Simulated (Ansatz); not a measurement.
# AsGe: the cost of one run

The runs use Ansatz 0.2.0, Gaussian basis; aug-cc-pVTZ, core rule «outside noble gas», up to 28 orbitals frozen.

The runs, in order: UHF; CCSD(T) on ROHF; CCSD(T) on UHF; BCCD(T) on ROHF; CCSDT(Q) on ROHF; CCSDT(Q) on UHF; CASSCF and MRCISD+Q, 9 electrons in 8 orbitals; CASSCF and NEVPT2, 9 electrons in 8 orbitals.

6 further runs of the same task are left out: 6 set aside as unsound or not needed.

### 1 The geometry

The geometry is a PBE0/def2-TZVPD stationary point (not a proven minimum) of the parent state, kept for this charge and spin. No spin-orbit coupling is included. The filled d shell of Ge, As may be among the frozen orbitals whatever the setting's name suggests; the logs give the count.

2 atoms, charge 0, spin multiplicity 2.

Atoms are counted from 1 here; the program's logs count them from 0.

Bond lengths: Ge1–As2 2.357 Å.

### 2 UHF

The input, in.yaml:

```yaml
crystal:
  periodic: [false, false, false]
  atoms:
    - {symbol: Ge, position_ang: [0.000000, 0.000000, 0.000000]}
    - {symbol: As, position_ang: [0.000000, 0.000000, 2.356900]}
basis:
  gaussian: {orbitals: aug-cc-pVTZ}
magnetization: {spin_polarized: true, initial_magnetization: 1}
hamiltonian: {xc: hf}
output: {orbitals: {seedname: orbitals}}
```

On the command line:

```console
$ ansatz run in.yaml --threads 1 --pin off --events-out ev --progress --plain --max-ram 4096MiB --backend cpu
```

What time and memory should one allow on 1 thread of AMD EPYC 7R13, shared host?

About 33 s, with a peak of 0.37 GiB.
